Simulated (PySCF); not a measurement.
# TaOBr3: singlet, from a tetrahedral start

The task is one start of a wider search on TaOBr3: the singlet, from a tetrahedral start. It is relaxed, tested by its Hessian and followed downhill if it is a saddle.

The runs use PySCF 2.14.0; PBE, basis Ta def2-SVP with ECP60, O def2-SVP, Br def2-SVP, scalar-relativistic core potentials, no spin–orbit coupling, density fitting.

## Step 1: Where the work starts

5 atoms, charge 0, spin multiplicity 1.

Bond lengths: Ta1–O2 1.830 Å, Ta1–Br3 2.600 Å, Ta1–Br4 2.600 Å, Ta1–Br5 2.600 Å. Angles: O2–Ta1–Br3 109.5°, O2–Ta1–Br4 109.5°, O2–Ta1–Br5 109.5°, Br3–Ta1–Br4 109.5°, Br3–Ta1–Br5 109.5°, Br4–Ta1–Br5 109.5°.

Z-matrix (Å, degrees; charge 0 multiplicity 1):
```
Ta
O  1 1.8300
Br 1 2.6000 2 109.47
Br 1 2.6000 2 109.47 3 -120.00
Br 1 2.6000 2 109.47 3 120.00
```

## Step 2: Relaxation: tetrahedral start, singlet

One driver script runs all steps and calls PySCF; scf.py shows how it sets up the SCF of each step. The optimiser is the driver's own. Before each start the driver seeks the lowest SCF state from one or more starting densities and follows internal instabilities, so scf.py alone need not reach the same state.

The program finds C3v symmetry in the start, which this walk keeps. Threshold on the gradient: 0.0003 Eh/bohr, with a further test on the energy change.

Input file scf.py:

```python
from pyscf import gto, scf, dft
mol = gto.M(atom='''
Ta     0.000000    -0.331143    -0.234239
O      0.000000    -1.825152    -1.291050
Br     2.122864    -0.331402     1.266853
Br    -2.122864    -0.331402     1.266853
Br    -0.000000     1.791981    -1.734965''',
    basis={'Ta': 'def2-SVP', 'O': 'def2-SVP', 'Br': 'def2-SVP'},
    ecp={'Ta': 'def2-SVP'},
    charge=0, spin=0)
mf = dft.RKS(mol, xc='PBE')
mf.grids.atom_grid = (50, 194)
aux = {'Ta': 'def2-universal-JKFIT', 'O': 'def2-universal-JKFIT', 'Br': 'def2-universal-JKFIT'}
mf = mf.density_fit(auxbasis=aux)
mf.kernel()
```

The runs that follow: Is it a minimum? Harmonic modes.

What does the calculation give? Wanted: minimum; geometry; wavenumbers; dipole moment; highest occupied, lowest empty level; polar-tensor charge of Ta1; zero-point energy; atomisation energy.

**Answer**, as computed:

```
                                 quantity                                                                        value
                                  minimum                                                                 singlet, C3v
                                 geometry  Ta–Br 2.452 Å (×3), Ta–O 1.723 Å; Br–Ta–Br 112.1° (×3), Br–Ta–O 106.7° (×3)
                       wavenumbers (cm⁻¹)                        57 (e), 81 (a1), 198 (e), 242 (a1), 293 (e), 976 (a1)
                            dipole moment                                                                       1.64 D
     highest occupied, lowest empty level                                                              -7.77, -3.72 eV
               polar-tensor charge of Ta1                                                                      +1.75 e
                        zero-point energy                                                                  14.3 kJ/mol
                      entropy at 298.15 K                                                              401.3 J/(mol K)
atomisation energy (no zero-point energy)                                                                  2111 kJ/mol
```

The molecule stays C3v, as typed, and the end point is a minimum. The strongest infrared band lies at 976 cm⁻¹ (a1, stretch). Other starts or spin states, not run here, may lie lower. Take wavenumbers under 90 cm⁻¹ as rough. With an element this heavy the missing spin–orbit coupling can shift these numbers.
